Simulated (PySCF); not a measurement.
# C9H9ClSe: excited states, first hyperpolarisability

Aim: compute the excited states, first hyperpolarisability of C9H9ClSe (`C[Se]c1ccc(/C=C/Cl)cc1`).

Programs: PySCF 2.14.0, with routines of our own; each step states its level. All values are computed. Atoms count from 0.

## Step 1: The system as given

20 atoms, charge 0, multiplicity 1; geometry from: GFN2-xTB.

## Step 2: Optimising the geometry at PBE0-D3(BJ)/def2-SVP

What the job is given:

```
{"job": {"xc": "PBE0", "basis": "def2-SVP", "d3": "d3bj", "grid": 2, "kind": "geom"}, "charge": 0, "multiplicity": 1}
C      3.985632    -0.377046    -0.852505
Se     3.176072    -0.204753     0.915283
C      1.315634    -0.118609     0.485675
C      0.825108    -0.128975    -0.812266
C     -0.536443    -0.066725    -1.030553
C     -1.444851    -0.001263     0.027843
C     -2.864919     0.043081    -0.274597
C     -3.854407    -0.063012     0.608315
Cl    -5.506559    -0.006623     0.141096
C     -0.933194     0.019316     1.329518
C      0.423606    -0.037293     1.553852
H      3.616805    -1.277432    -1.337574
H      5.057421    -0.458495    -0.691634
H      3.770103     0.508138    -1.445873
H      1.494997    -0.184083    -1.656834
H     -0.908070    -0.077009    -2.045465
H     -3.113622     0.157717    -1.321359
H     -3.718404    -0.197785     1.668659
H     -1.603014     0.089623     2.172102
H      0.812956    -0.017791     2.563279
```

Launch:

```bash
$ OMP_NUM_THREADS=1 python excited_run.py task.json out
```

This one command runs all jobs of the session in turn.

What it wrote:

```text
step   0  E = -3208.59085134  max force = 0.015221
step   1  E = -3208.59282603  max force = 0.003286
step   2  E = -3208.59286090  max force = 0.001830
step   3  E = -3208.59287272  max force = 0.001046
step   4  E = -3208.59290024  max force = 0.000370
step   5  E = -3208.59290568  max force = 0.000269
optimisation converged
```

Wall time 5.2 min (1 thread of Arm Neoverse N1, shared host); peak memory 1.1 GiB.

Along the way:

| step | energy from step 0 (eV) | largest force component (eV/Å) |
| --- | --- | --- |
| 0 | 0.0000 | 0.7827 |
| 1 | -0.0537 | 0.1690 |
| 2 | -0.0547 | 0.0941 |
| 3 | -0.0550 | 0.0538 |
| 4 | -0.0558 | 0.0190 |
| 5 | -0.0559 | 0.0138 |

Close pairs (by a distance rule), those that changed most:

| bond | before (Å) | after (Å) | change (Å) |
| --- | --- | --- | --- |
| C0–Se1 | 1.952 | 1.934 | -0.018 |
| C7–H17 | 1.077 | 1.092 | +0.014 |
| C9–H18 | 1.079 | 1.092 | +0.013 |
| Se1–C2 | 1.911 | 1.898 | -0.013 |
| C6–H16 | 1.082 | 1.095 | +0.013 |
| C4–H15 | 1.081 | 1.093 | +0.013 |
| C3–C4 | 1.380 | 1.392 | +0.012 |
| C0–H12 | 1.087 | 1.098 | +0.011 |

The final coordinates are the input of the step that follows.

| at the end point | value |
| --- | --- |
| point group (found at 0.08 Å tolerance) | C1 |
| rotational constants (GHz, main isotopes) | 3.445, 0.201, 0.190 |
| dipole moment (D) | 2.20 |

## Step 3: Excited states: TDA CAM-B3LYP/def2-SVPD

What the job is given:

```
{"job": {"kind": "states", "xc": "CAM-B3LYP", "basis": "def2-SVPD", "tda": true, "soc": true, "nstates": 6, "ntriplets": 5, "nquad": 4}, "charge": 0, "multiplicity": 1}
C      3.623406    -0.404723    -0.875341
Se     2.852915    -0.304268     0.895548
C      1.006928    -0.237472     0.459327
C      0.507788    -0.243545    -0.845602
C     -0.865569    -0.189829    -1.066747
C     -1.784037    -0.131072    -0.009696
C     -3.213165    -0.085724    -0.314680
C     -4.215892    -0.146811     0.570544
Cl    -5.872845    -0.080781     0.105226
C     -1.265430    -0.118315     1.298204
C      0.099121    -0.172302     1.529131
H      3.284903    -1.307192    -1.402050
H      4.709984    -0.463022    -0.726566
H      3.389610     0.495017    -1.460400
H      1.179756    -0.288887    -1.703633
H     -1.237822    -0.196230    -2.094789
H     -3.476323    -0.001706    -1.373830
H     -4.076588    -0.246093     1.648868
H     -1.939464    -0.057586     2.155395
H      0.469298    -0.159673     2.557940
```

Method: TDA CAM-B3LYP/def2-SVPD excited states, vertical, gas phase, spin-orbit mean-field couplings.

What it wrote:

```text
coarse grid: 82520 points
cycle   1  E = -3209.3272339314  dE =  9.954e-01  |g| = 3.716e-01  |ddm| = 1.624e+01
cycle   2  E = -3209.3455222783  dE = -1.829e-02  |g| = 3.192e-01  |ddm| = 3.480e+00
cycle   3  E = -3209.3676952030  dE = -2.217e-02  |g| = 8.344e-02  |ddm| = 1.300e+00
cycle   4  E = -3209.3694276999  dE = -1.732e-03  |g| = 3.120e-02  |ddm| = 3.414e-01
cycle   5  E = -3209.3696540978  dE = -2.264e-04  |g| = 9.985e-03  |ddm| = 1.491e-01
cycle   6  E = -3209.3696813604  dE = -2.726e-05  |g| = 2.074e-03  |ddm| = 4.049e-02
cycle   7  E = -3209.3696827127  dE = -1.352e-06  |g| = 1.152e-03  |ddm| = 1.259e-02
final grid: 174040 points
cycle   8  E = -3209.3696714945  dE =  1.611e-07  |g| = 1.593e-03  |ddm| = 2.152e-02
cycle   9  E = -3209.3696707676  dE =  7.269e-07  |g| = 2.302e-03  |ddm| = 1.253e-02
cycle  10  E = -3209.3696721760  dE = -1.408e-06  |g| = 1.200e-04  |ddm| = 7.307e-03
cycle  11  E = -3209.3696721799  dE = -3.911e-09  |g| = 2.754e-05  |ddm| = 5.024e-04
cycle  12  E = -3209.3696721805  dE = -5.894e-10  |g| = 1.823e-05  |ddm| = 3.865e-04
converged SCF energy = -3209.3696721805

Singlet excitations
state   eV       nm        f     d(h-e)  d(exc)  Lambda  PR(NTO)  |dmu|/D   mu/D   main configurations
  1   4.4802   276.7   0.69883   1.414   4.097   0.674   1.152    4.249    6.444   H->L 0.80, H->L+1 0.11
  2   4.6839   264.7   0.00028   1.030   3.428   0.352   1.007    4.600    2.868   H->L+2 0.69, H-1->L+2 0.10
  3   4.7155   262.9   0.23613   0.914   3.679   0.561   1.374    2.723    4.923   H->L+1 0.67, H-2->L 0.16, H->L 0.13
  4   5.6563   219.2   0.03116   1.461   4.137   0.339   1.035    7.667    6.588   H->L+4 0.81
  5   5.6973   217.6   0.00009   0.979   4.414   0.359   1.093                     H->L+3 0.83
  6   5.7624   215.2   0.10728   0.535   3.895   0.696   1.256                     H-1->L 0.82

Triplet excitations (Tamm-Dancoff)
state   eV     d(h-e)  d(exc)  Lambda  PR(NTO)   main configurations
  1   2.8885   0.276   3.411   0.696   1.183   H->L 0.73, H-1->L 0.17
  2   4.0289   0.300   3.319   0.555   1.100   H->L+1 0.84
  3   4.2008   0.500   2.999   0.656   2.097   H-1->L 0.32, H->L+7 0.12, H-3->L 0.11
  4   4.2886   0.785   3.156   0.353   1.014   H->L+2 0.60, H-1->L+2 0.12, H->L+11 0.10
  5   4.5004   0.546   2.962   0.767   1.279   H-2->L+1 0.60, H-2->L 0.16
S1 - T1 = 1.5917 eV

Spin-orbit couplings |<S|Hso|T>| (cm-1)
             T1       T2       T3       T4       T5
S0        1.428    4.223   38.076  660.833    3.095
S1        0.540    0.408    3.571   69.731    0.129
S2       53.651    9.616   51.588    7.799   28.117
S3        0.907    0.091    0.915   24.897    0.462
S4        6.803    1.183    6.959    3.659    4.134
S5       45.086    9.975   39.391  116.045   22.473
S6        0.670    1.216    5.057   68.070    0.464
T1 sublevels (cm-1): 0.000 0.096 0.150   radiative rates (1/s): 3.45 0.737 2.46
```

Wall time 4.2 min (1 thread of Arm Neoverse N1, shared host); peak memory 1.6 GiB.

In short:

| quantity | value |
| --- | --- |
| S1 less T1 | 1.59 eV |

## Step 4: Excited states: TDDFT CAM-B3LYP/def2-SVPD

The job, as its differences from that of step 3:

```diff
@@ -1,2 +1,2 @@
-{"job": {"kind": "states", "xc": "CAM-B3LYP", "basis": "def2-SVPD", "tda": true, "soc": true, "nstates": 6, "ntriplets": 5, "nquad": 4}, "charge": 0, "multiplicity": 1}
+{"job": {"kind": "states", "xc": "CAM-B3LYP", "basis": "def2-SVPD", "tpa": true, "nstates": 8, "nquad": 6, "ntriplets": 0}, "charge": 0, "multiplicity": 1}
 C      3.623406    -0.404723    -0.875341
```

Method: TDDFT CAM-B3LYP/def2-SVPD excited states, vertical, gas phase, two-photon moments by quadratic response.

What it wrote:

```text
coarse grid: 82520 points
cycle   1  E = -3209.3272339314  dE =  9.954e-01  |g| = 3.716e-01  |ddm| = 1.624e+01
cycle   2  E = -3209.3455222783  dE = -1.829e-02  |g| = 3.192e-01  |ddm| = 3.480e+00
cycle   3  E = -3209.3676952030  dE = -2.217e-02  |g| = 8.344e-02  |ddm| = 1.300e+00
cycle   4  E = -3209.3694276999  dE = -1.732e-03  |g| = 3.120e-02  |ddm| = 3.414e-01
cycle   5  E = -3209.3696540978  dE = -2.264e-04  |g| = 9.985e-03  |ddm| = 1.491e-01
cycle   6  E = -3209.3696813604  dE = -2.726e-05  |g| = 2.074e-03  |ddm| = 4.049e-02
cycle   7  E = -3209.3696827127  dE = -1.352e-06  |g| = 1.152e-03  |ddm| = 1.259e-02
final grid: 174040 points
cycle   8  E = -3209.3696714945  dE =  1.611e-07  |g| = 1.593e-03  |ddm| = 2.152e-02
cycle   9  E = -3209.3696707676  dE =  7.269e-07  |g| = 2.302e-03  |ddm| = 1.253e-02
cycle  10  E = -3209.3696721760  dE = -1.408e-06  |g| = 1.200e-04  |ddm| = 7.307e-03
cycle  11  E = -3209.3696721799  dE = -3.911e-09  |g| = 2.754e-05  |ddm| = 5.024e-04
cycle  12  E = -3209.3696721805  dE = -5.894e-10  |g| = 1.823e-05  |ddm| = 3.865e-04
converged SCF energy = -3209.3696721805

Singlet excitations
state   eV       nm        f     d(h-e)  d(exc)  Lambda  PR(NTO)  |dmu|/D   mu/D   delta(TPA)   sigma/GM   main configurations
  1   4.3241   286.7   0.65195   1.359   4.070   0.683   1.170    4.143    6.342     1404.59      9.622   H->L 0.89
  2   4.6340   267.6   0.11038   0.706   3.543   0.545   1.449    2.211    4.412       98.76      0.777   H->L+1 0.78, H-2->L 0.14
  3   4.6648   265.8   0.00024   1.043   3.441   0.352   1.009    4.562    2.829       11.83      0.094   H->L+2 0.69, H-1->L+2 0.10
  4   5.5931   221.7   0.04406   0.820   3.872   0.686   1.295    2.258    4.440     4847.59     55.557   H-1->L 0.80
  5   5.6461   219.6   0.02675   1.932   4.170   0.345   1.016    9.608    8.526      260.41      3.041   H->L+4 0.68, H->L+3 0.12
  6   5.6718   218.6   0.00257   1.000   4.361   0.354   1.087    3.767    1.877       28.97      0.341   H->L+3 0.70, H->L+4 0.13
  7   5.8344   212.5   0.11521   1.618   3.749   0.541   1.753                                            H-2->L 0.59, H-1->L+1 0.14, H->L+1 0.13
  8   6.1729   200.9   0.00250   1.384   4.251   0.326   1.329                                            H->L+6 0.31, H->L+8 0.13, H->L+5 0.12
```

Run time: 5.4 min. Hardware: 1 thread of Arm Neoverse N1, shared host; peak memory 1.6 GiB.

## Step 5: First hyperpolarisability: quadratic response CAM-B3LYP/def2-SVPD

The job, as its differences from that of step 4:

```diff
@@ -1,2 +1,2 @@
-{"job": {"kind": "states", "xc": "CAM-B3LYP", "basis": "def2-SVPD", "tpa": true, "nstates": 8, "nquad": 6, "ntriplets": 0}, "charge": 0, "multiplicity": 1}
+{"job": {"kind": "beta", "xc": "CAM-B3LYP", "basis": "def2-SVPD"}, "charge": 0, "multiplicity": 1}
 C      3.623406    -0.404723    -0.875341
```

Level: quadratic response CAM-B3LYP/def2-SVPD first hyperpolarisability, Taylor convention, gas phase.

What it wrote:

```text
coarse grid: 82520 points
cycle   1  E = -3209.3272339314  dE =  9.954e-01  |g| = 3.716e-01  |ddm| = 1.624e+01
cycle   2  E = -3209.3455222783  dE = -1.829e-02  |g| = 3.192e-01  |ddm| = 3.480e+00
cycle   3  E = -3209.3676952030  dE = -2.217e-02  |g| = 8.344e-02  |ddm| = 1.300e+00
cycle   4  E = -3209.3694276999  dE = -1.732e-03  |g| = 3.120e-02  |ddm| = 3.414e-01
cycle   5  E = -3209.3696540978  dE = -2.264e-04  |g| = 9.985e-03  |ddm| = 1.491e-01
cycle   6  E = -3209.3696813604  dE = -2.726e-05  |g| = 2.074e-03  |ddm| = 4.049e-02
cycle   7  E = -3209.3696827127  dE = -1.352e-06  |g| = 1.152e-03  |ddm| = 1.259e-02
final grid: 174040 points
cycle   8  E = -3209.3696714945  dE =  1.611e-07  |g| = 1.593e-03  |ddm| = 2.152e-02
cycle   9  E = -3209.3696707676  dE =  7.269e-07  |g| = 2.302e-03  |ddm| = 1.253e-02
cycle  10  E = -3209.3696721760  dE = -1.408e-06  |g| = 1.200e-04  |ddm| = 7.307e-03
cycle  11  E = -3209.3696721799  dE = -3.911e-09  |g| = 2.754e-05  |ddm| = 5.024e-04
cycle  12  E = -3209.3696721805  dE = -5.894e-10  |g| = 1.823e-05  |ddm| = 3.865e-04
converged SCF energy = -3209.3696721805

Lowest singlets (eV, f): 4.3241 0.6519  4.6340 0.1104  4.6648 0.0002

First hyperpolarisability (au)
process     nm      |vector|   parallel      HRS      DR
static         -      912.10     508.46      423.6   3.661
shg       1907.0     1091.23      605.0      500.6   3.787
eope      1907.0      967.13     538.14          -       -
shg       1064.0     1697.82     930.84     759.41   4.078
eope      1064.0     1105.53      612.7          -       -
```

Run time: 4 min. Hardware: 1 thread of Arm Neoverse N1, shared host; peak memory 1.6 GiB.

## Step 6: Results

| quantity | value |
| --- | --- |
| point group | C1 |
| rotational constants (main isotopes) | 3.45, 0.20, 0.19 GHz |
| S1 less T1 (step 3, TDA CAM-B3LYP/def2-SVPD) | 1.59 eV |
| β vector (step 5, quadratic response CAM-B3LYP/def2-SVPD) | static 912, SHG 1907.0 nm 1091, SHG 1064.0 nm 1698 au |

**Reading.** Relaxing lowered the energy by 0.056 eV in 5 steps; the close pair that moved most is C0–Se1, from 1.952 to 1.934 Å. No frequency check was run at this level, so the end point may be a saddle. Scalar relativity is left out for the heavy atoms. In step 3, the number of triplets below S1 is 4, and the largest singlet-triplet spin-orbit coupling is S0–T4, 660.83 cm⁻¹. Steps that list no spin-orbit terms leave them out, which matters at and beside the heavy atoms. β grows from 912 au (static) to 1698 au for doubling at 1064.0 nm: normal dispersion, which grows as twice the photon energy moves toward the bright states.
